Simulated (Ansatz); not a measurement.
# Ni3Pt2: the cost of one run

Method: DFT PBE, scalar-relativistic, plane waves, PAW, in Ansatz 0.2.0.

## 1. The system as given

The structure is trigonal, space group P-3m1 (No. 164). Conventional cell: a = 2.609 Å, b = 2.609 Å, c = 21.146 Å, α = 90.00°, β = 90.00°, γ = 120.00°. Ni (site symmetry 3m) has 9 Ni at 2.60 to 2.61 Å and 3 Pt at 2.60 Å as nearest neighbours. Around Ni (site symmetry 3m) lie 3 Pt at 2.60 Å and 9 Ni at 2.60 to 2.61 Å. Ni (site symmetry 3m) has 12 Ni at 2.60 to 2.61 Å as nearest neighbours. Around Pt (site symmetry 3m) lie 3 Ni at 2.60 Å and 9 Pt at 2.60 to 2.61 Å.

As a file:

```
Ni Pt
1.0
     2.60938    0.00000    0.00000
    -1.30469    2.25979    0.00000
     0.00000    0.00000   21.14637
Ni Pt
6 4
Direct
  0.33333 0.66667 0.95000
  0.33333 0.66667 0.35000
  0.33333 0.66667 0.55000
  0.66667 0.33333 0.05000
  0.66667 0.33333 0.45000
  0.66667 0.33333 0.65000
  0.33333 0.66667 0.15000
  0.33333 0.66667 0.75000
  0.66667 0.33333 0.25000
  0.66667 0.33333 0.85000
```

The start is an ordering of an alloy on its end members' structure types: elements ordered on the sites of the Mg type, Ni/Pt on Mg (P-3m1, No. 164).

## 2. The guess as it stands, on a coarse mesh

The input, input.yaml:

```yaml
crystal:
  lattice:
    - [2.60937955, 0.0, 0.0]
    - [-1.30468978, 2.25978898, 0.0]
    - [0.0, 0.0, 21.14636884]
  atoms:
    - { symbol: Ni, position: [0.33333333, 0.66666667, 0.95], spin: 2.0 }
    - { symbol: Ni, position: [0.33333333, 0.66666667, 0.35], spin: 2.0 }
    - { symbol: Ni, position: [0.33333333, 0.66666667, 0.55], spin: 2.0 }
    - { symbol: Ni, position: [0.66666667, 0.33333333, 0.05], spin: 2.0 }
    - { symbol: Ni, position: [0.66666667, 0.33333333, 0.45], spin: 2.0 }
    - { symbol: Ni, position: [0.66666667, 0.33333333, 0.65], spin: 2.0 }
    - { symbol: Pt, position: [0.33333333, 0.66666667, 0.15] }
    - { symbol: Pt, position: [0.33333333, 0.66666667, 0.75] }
    - { symbol: Pt, position: [0.66666667, 0.33333333, 0.25] }
    - { symbol: Pt, position: [0.66666667, 0.33333333, 0.85] }
basis:
  ecutwfc: 420
kpoints:
  mp_grid: { grid: [6, 6, 1] }
hamiltonian:
  xc: pbe
scf:
  occupations: { method: gaussian, width: 0.1 }
  lower_state_search: "off"
output:
  forces: true
  stress: true
  eigenvalues: true
  populations: true
magnetization:
  spin_polarized: true
```

Command:

```
> ansatz run input.yaml --threads 4 --pin off --max-ram 8192MiB --backend cpu --events-out ev --progress --plain --runs-dir out
```

What time and memory should one allow on 4 threads of AMD EPYC 7B13 (Zen 3), shared host?

About 7.5 s, with a peak of 0.73 GiB.
